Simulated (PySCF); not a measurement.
# AsH3 (arsine): the cost of one run

Computed with PySCF 2.14.0, with density-fitted response routines of our own, on a single molecule in the gas phase. Atoms are numbered from 0 throughout.

## (1) The molecule as given

4 atoms, charge 0, multiplicity 1; geometry from: GFN2-xTB. The atoms were then displaced at random by about 0.01 Å, so the start is not that level's minimum.

Bonds of the start (Å): As0–H1 1.52, As0–H2 1.52, As0–H3 1.50.

## (2) Optimising the geometry at PBE0-D3(BJ)/def2-SVP

Job settings and geometry (Å):

```
{"job": {"xc": "PBE0", "basis": "def2-SVP", "d3": "d3bj", "grid": 1, "shake": 0.01, "kind": "geom"}, "charge": 0, "multiplicity": 1}
As     0.026160    -0.019300     0.654580
H     -0.157530     1.198560    -0.235080
H     -0.984490    -0.737430    -0.222960
H      1.153850    -0.467210    -0.229540
```

Command:

```
> OMP_NUM_THREADS=1 python probes_run.py task.json out
```

One launch serves the whole session: the jobs run in the order shown.

**Question.** How long does this first job take on 1 thread of Arm Neoverse V1, shared host, and how much memory does it need?

About 2.4 s, with a peak of 0.26 GiB.
